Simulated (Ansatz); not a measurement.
Write the native input for Ansatz 0.2.0 that does the following.

* Task: band structure
* Functional: PBEsol
* Potentials or basis: Ansatz PAW
* Cutoff: 420 eV (not typed: the program's choice for these potentials)
* k mesh: 10 × 10 × 6
* Occupations: fermi-dirac, width 0.05 eV
* Spin: spin-orbit coupling, no magnetisation
* Path: [["G", "X", "S", "R", "A", "Z", "G", "Y", "X1", "A1", "T", "Y"], ["Z", "T"]]
* Points for each segment of the path: 14

Crystal: HfTa.

```xyz
2
Lattice="1.7127 -2.3996 0.0000 1.7127 2.3996 0.0000 0.0000 0.0000 4.8476" Properties=species:S:1:pos:R:3 pbc="T T T"
Ta    1.7127    0.0000    2.4238
Hf    0.0000    0.0000    0.0000
```

The cell comes from a database or a generator and needn't be the stable form of this composition.

These files were run (other wordings do the same):

input.yaml

```yaml
crystal:
  lattice:
    - [1.712747, -2.399601, 0.0]
    - [1.712747, 2.399601, 0.0]
    - [0.0, 0.0, 4.847555]
  atoms:
    - { symbol: Ta, position: [0.5, 0.5, 0.5] }
    - { symbol: Hf, position: [0.0, 0.0, 0.0] }
hamiltonian:
  xc: pbesol
  pseudopotentials: { kind: paw_fr }
magnetization:
  noncollinear: true
  spin_orbit: true
kpoints:
  mp_grid: { grid: [10, 10, 6] }
  band_path:
    path:
      - [[0.0, 0.0, 0.0], [0.377364493, 0.377364493, 0.0], [0.0, 0.5, 0.0], [0.0, 0.5, 0.5], [0.377364493, 0.377364493, 0.5], [0.0, 0.0, 0.5], [0.0, 0.0, 0.0], [-0.5, 0.5, 0.0], [-0.377364493, 0.622635507, 0.0], [-0.377364493, 0.622635507, 0.5], [-0.5, 0.5, 0.5], [-0.5, 0.5, 0.0]]
      - [[0.0, 0.0, 0.5], [-0.5, 0.5, 0.5]]
    npoints: 14
scf:
  occupations: { method: fermi_dirac, width: 0.05 }
  n_extra_bands: 6
output:
  forces: true
  stress: true
  eigenvalues: true
  fatbands: false
```

Potentials or basis: Ansatz PAW.

The run is started by

```console
$ ansatz run input.yaml --threads 2 --pin off --max-ram 5632MiB --backend cpu --events-out ev --progress --plain --runs-dir out
```

It gave:

* Pressure: -5.2 GPa
* Band gap on the k mesh: none (metal or under the smearing width)

Caveat: the PAW data sets come from PBE, with cores solved anew for the run's functional, which leaves a small shift of forces and pressure.

It took 66 s on 2 threads of Arm Neoverse V1 (shared host), peak memory 0.72 GiB.
